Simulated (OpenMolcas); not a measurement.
# C2HClFIn (SMILES C#[C][In]([F])[Cl]) at 5 levels

Wanted: a comparison of 5 runs (B3LYP/def2-SVP, BHLYP/def2-SVP, M06-2X/def2-SVP, TPSS/def2-SVP, CCSD(T)/def2-SVP) of C2HClFIn. 

Program for the calculation: OpenMolcas 26.06.

## Step 1: The system as given

The species is C2HClFIn (6 atoms), meant as a singlet with charge 0. SMILES: `C#[C][In]([F])[Cl]`. The In3–Cl5 distance was set to 2.981 Å, away from the relaxed value.

Bond lengths: C1–C2 1.206 Å, C2–In3 2.048 Å, In3–F4 1.933 Å, C1–H6 1.067 Å. Angles: C1–C2–In3 179.4°, C2–In3–F4 120.7°, C2–C1–H6 179.8°.

## Step 2: The energy at B3LYP/def2-SVP (core potential) (run 1)

Input file calc.inp:

```
* C2HClFIn Kohn-Sham DFT

&gateway
  baslib = $CurrDir
  coord
  6
  angstrom
  C        1.119318      -0.045235       2.269623
  C        0.469918      -0.265435       1.277523
  In      -0.624782      -0.621235      -0.415877
  F       -1.742582      -2.192135      -0.554877
  Cl      -0.759200       1.049500      -2.880900
  H        1.692518       0.146865       3.148723
  basis = def2-SVP
  group = NoSym

&seward
  gridinput
  Grid=UltraFine
  End of Grid

&scf
  ksdft = B3LYP
  thresholds = 1e-10 1e-07 1e-07 1e-05
  prorbitals = 1 1
```

The basis set def2-SVP is read from a file made from the Basis Set Exchange's data (not shown).

Launch:

```
$ export MOLCAS_MEM=1860
$ pymolcas calc.inp > calc.log
```

The log of the run:

```text
--- Start Module: gateway ---
[...]
--- Stop Module: gateway /rc=_RC_ALL_IS_WELL_ ---
--- Start Module: seward ---
[...]
      Basis functions           91
--- Stop Module: seward /rc=_RC_ALL_IS_WELL_ ---
[...]
--- Start Module: scf ---
[...]
       Convergence after  21 Iterations
[...]
::    Total KS-DFT energy                            -826.7328953936
[...]
      Total spin, S                                     0.0000000000
[...]
      Total electronic charge=   60.000000
      Total            charge=   -0.000000
[...]
      Dipole Moment (debye):
      Origin of the operator (angstrom)=   -0.5708   -0.4122   -0.5845
                   X=  2.1233E+00               Y= -1.2975E-01               Z=  4.3631E+00           Total=  4.8540E+00
      Quadrupole Moment (debye*angstrom):
[...]
--- Stop Module: scf /rc=_RC_ALL_IS_WELL_ ---
[...]
```

Wall time 28 s (1 thread of Arm Neoverse V1, shared host); peak memory 0.5 GiB.

## Step 3: A single-point energy at BHLYP/def2-SVP (core potential) (run 2)

Input file calc.inp:

```
* C2HClFIn Kohn-Sham DFT
>>> EXPORT MOLCAS_PRINT=2

&GATEWAY
  BasLib
  $CurrDir
  Coord
  6
  angstrom
  C        1.119318      -0.045235       2.269623
  C        0.469918      -0.265435       1.277523
  In      -0.624782      -0.621235      -0.415877
  F       -1.742582      -2.192135      -0.554877
  Cl      -0.759200       1.049500      -2.880900
  H        1.692518       0.146865       3.148723
  Basis
  def2-SVP
  Group
  NoSym

&SEWARD
  GridInput
  Grid=UltraFine
  End of Grid

&SCF
  KSDFT
  HYB_GGA_XC_BHANDHLYP
  Thresholds
  1e-10 1e-07 1e-07 1e-05
  PrOrbitals
  1
```

The basis set def2-SVP is read from a file made from the Basis Set Exchange's data (not shown).

Launch:

```
$ export MOLCAS_MEM=1860
$ pymolcas calc.inp > calc.log
```

The log of the run:

```text
--- Start Module: gateway ---
[...]
--- Stop Module: gateway /rc=_RC_ALL_IS_WELL_ ---
--- Start Module: seward ---
[...]
      Basis functions           91
--- Stop Module: seward /rc=_RC_ALL_IS_WELL_ ---
[...]
--- Start Module: scf ---
[...]
       Convergence after  16 Iterations
[...]
::    Total KS-DFT energy                            -826.4843002345
[...]
      Total spin, S                                     0.0000000000
[...]
      Total electronic charge=   60.000000
      Total            charge=   -0.000000
[...]
      Dipole Moment (debye):
      Origin of the operator (angstrom)=   -0.5708   -0.4122   -0.5845
                   X=  2.3058E+00               Y= -1.3689E-01               Z=  4.7327E+00           Total=  5.2663E+00
      Quadrupole Moment (debye*angstrom):
[...]
--- Stop Module: scf /rc=_RC_ALL_IS_WELL_ ---
[...]
```

Run time: 22 s. Hardware: 1 thread of Arm Neoverse V1, shared host; peak memory 0.5 GiB.

Runs 3 to 4 aren't shown in full; the table further down has their settings and results.

## Step 4: The energy at CCSD(T)/def2-SVP (core potential) (run 5)

Input file run.inp:

```
>>> EXPORT MOLCAS_PRINT=2

&GATEWAY
 BasLib=$CurrDir
 Coord
 6
 angstrom
 C        1.119318      -0.045235       2.269623
 C        0.469918      -0.265435       1.277523
 In      -0.624782      -0.621235      -0.415877
 F       -1.742582      -2.192135      -0.554877
 Cl      -0.759200       1.049500      -2.880900
 H        1.692518       0.146865       3.148723
 Basis=def2-SVP
 Group=NoSym

&SEWARD

&SCF
 Thresholds=1e-10 1e-07 1e-07 1e-05
 PrOrbitals=1 1

&RASSCF
 FileOrb=$Project.ScfOrb
 Spin=1
 Nactel=0 0 0
 Inactive=30
 Ras2=0
 OutOrbitals=Canonical
 OrbListing=Nothing

&MOTRA
 JobIph
 Frozen=12

&CCSDT
 CCT
 Triples=2
 Iterations=80
 Accuracy=1e-08
 Extrapolation=5 4
```

The basis set def2-SVP is read from a file made from the Basis Set Exchange's data (not shown).

Launch:

```
$ export MOLCAS_MEM=1860
$ pymolcas run.inp > run.log
```

The log of the run:

```text
--- Start Module: gateway ---
[...]
--- Stop Module: gateway /rc=_RC_ALL_IS_WELL_ ---
[...]
      Basis functions           91
[...]
       Convergence after  16 Iterations
[...]
::    Total SCF energy                               -824.1359173397
[...]
      Total spin, S                                     0.0000000000
[...]
      Number of active orbitals                  0
[...]
      Spin quantum number                      0.0
[...]
      Active orbitals                            0
[...]
      Number of CSFs                             1
[...]
      Number of root(s) required                 1
[...]
      Convergence after  4 iterations
[...]
      Natural orbitals and occupation numbers for root  1
      ************************************************************************************************************************
      *                                                    Final results                                                     *
      ************************************************************************************************************************
[...]
::    RASSCF root number  1 Total energy:   -824.13591734
[...]
      Total electronic charge=   60.000000
      Total            charge=   -0.000000
[...]
      Dipole Moment (debye):
      Origin of the operator (angstrom)=   -0.5708   -0.4122   -0.5845
                   X=  2.5255E+00               Y= -2.5885E-01               Z=  5.3270E+00           Total=  5.9010E+00
      Quadrupole Moment (debye*angstrom):
[...]
--- Start Module: motra ---
[...]
      *** WARNING: Default frozen orbitals is overwritten by user input.
      *** Default values:   8
[...]
--- Stop Module: motra /rc=_RC_ALL_IS_WELL_ ---
[...]
--- Start Module: ccsdt ---
[...]
      Convergence after                    21  Iterations
      Total energy (diff) :    -824.80618051      -0.00000001
[...]
 METHOD                       : CCSD+T(CCSD)+<T3(1)WT1> = CCSD(T)
[...]
       CCSD     =      -824.8061805093836
[...]
--- Stop Module: ccsdt /rc=_RC_ALL_IS_WELL_ ---
[...]
```

Wall time 2.8 min (1 thread of Arm Neoverse V1, shared host); peak memory 0.5 GiB.

## Step 5: The series

```
run                              level  integration grid  frozen core orbitals  energy (Eh)  dipole moment (D) of the reference  HOMO energy (eV)  LUMO energy (eV)  wall time
  1    B3LYP/def2-SVP (core potential)         UltraFine                     –  -826.732895                                4.85             -7.46             -3.93       28 s
  2    BHLYP/def2-SVP (core potential)         UltraFine                     –  -826.484300                                5.27             -8.99             -2.86       22 s
  3   M06-2X/def2-SVP (core potential)         UltraFine                     –  -826.509906                                5.28             -9.09             -2.83       31 s
  4     TPSS/def2-SVP (core potential)         UltraFine                     –  -826.622329                                4.87             -6.48             -4.37       47 s
  5  CCSD(T)/def2-SVP (core potential)                 –                    12  -824.828668                                5.90            -10.96             -0.37    2.8 min
```

## Step 6: What came out

```
                                           quantity          value
                                run 5: total energy  -824.82867 Eh
          run 5: dipole moment (mean-field density)         5.90 D
         run 5: HOMO energy (Hartree–Fock orbitals)      -10.96 eV
         run 5: LUMO energy (Hartree–Fock orbitals)       -0.37 eV
       run 5: HOMO–LUMO gap (Hartree–Fock orbitals)       10.59 eV
run 5: correlation energy (12 core orbitals frozen)     -692.8 mEh
                              run 5: (T) correction     -22.49 mEh
```

What this shows: Over runs 1, 2, 3, 4 the dipole moment (its size) runs from 4.85 D (B3LYP/def2-SVP) to 5.28 D (M06-2X/def2-SVP). Over runs 1, 2, 3, 4 the HOMO–LUMO gap runs from 2.11 eV (TPSS/def2-SVP) to 6.26 eV (M06-2X/def2-SVP). Totals of different functionals can't be ranked against each other. All runs together took 4.9 min, the longest 2.8 min.
